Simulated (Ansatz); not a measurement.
# CaSi2N2: the cost of one run

Computed with Ansatz 0.2.0 (DFT PBE, scalar-relativistic, plane waves, PAW, unless a step's input says otherwise).

### Step 1. The structure to begin with

Symmetry: Immm, No. 71, orthorhombic system. Conventional cell: a = 4.035 Å, b = 5.003 Å, c = 7.251 Å, α = 90.00°, β = 90.00°, γ = 90.00°. Ca (site symmetry mmm) is surrounded by 4 Si at 2.40 Å and 8 N at 2.89 to 2.98 Å. Si (site symmetry m2m) has 2 Ca at 2.40 Å and 2 Si at 2.42 to 2.58 Å in its first shell of neighbours. N (site symmetry mm2) has 6 Si at 2.54 to 2.76 Å and 1 N at 2.88 Å and 4 Ca at 2.89 to 2.98 Å in its first shell of neighbours.

Coordinates:

```cif
data_structure
_symmetry_space_group_name_H-M 'P 1'
_symmetry_Int_Tables_number 1
_cell_length_a 4.8447
_cell_length_b 4.8447
_cell_length_c 4.8447
_cell_angle_alpha 130.786
_cell_angle_beta 117.828
_cell_angle_gamma 83.105
_cell_volume 73.18
loop_
_atom_site_label
_atom_site_type_symbol
_atom_site_fract_x
_atom_site_fract_y
_atom_site_fract_z
_atom_site_occupancy
Ca1 Ca 0.00000 0.00000 0.00000 1
Si1 Si 0.74185 0.50000 0.24185 1
Si2 Si 0.25815 0.50000 0.75815 1
N1 N 0.69840 0.19840 0.50000 1
N2 N 0.30160 0.80160 0.50000 1
```

A structure generator made this guess: species swapped into a database cell of Ce2ZnNi2 (Immm, No. 71), with N on the Ce sites, Ca on the Zn sites and Si on the Ni sites. Its size is a rough estimate.

### Step 2. A first look at the guess

Contents of input.yaml:

```yaml
crystal:
  lattice:
    - [-2.0172952, 2.50145929, 3.62555913]
    - [2.0172952, -2.50145929, 3.62555913]
    - [2.0172952, 2.50145929, -3.62555913]
  atoms:
    - { symbol: Ca, position: [0.0, 0.0, 0.0] }
    - { symbol: Si, position: [0.74184514, 0.5, 0.24184514] }
    - { symbol: Si, position: [0.25815486, 0.5, 0.75815486] }
    - { symbol: "N", position: [0.69839799, 0.19839799, 0.5] }
    - { symbol: "N", position: [0.30160201, 0.80160201, 0.5] }
basis:
  ecutwfc: 420
kpoints:
  mp_grid: { grid: [6, 6, 6] }
hamiltonian:
  xc: pbe
scf:
  occupations: { method: gaussian, width: 0.1 }
  lower_state_search: "off"
output:
  forces: true
  stress: true
  eigenvalues: true
```

Started as:

```bash
$ ansatz run input.yaml --threads 1 --pin off --max-ram 2560MiB --backend cpu --events-out ev --progress --plain --runs-dir out
```

What time and memory should one allow on 1 thread of Intel Xeon at 2.50GHz (Skylake/Cascade Lake), shared host?

About 8.6 s, with a peak of 0.39 GiB.
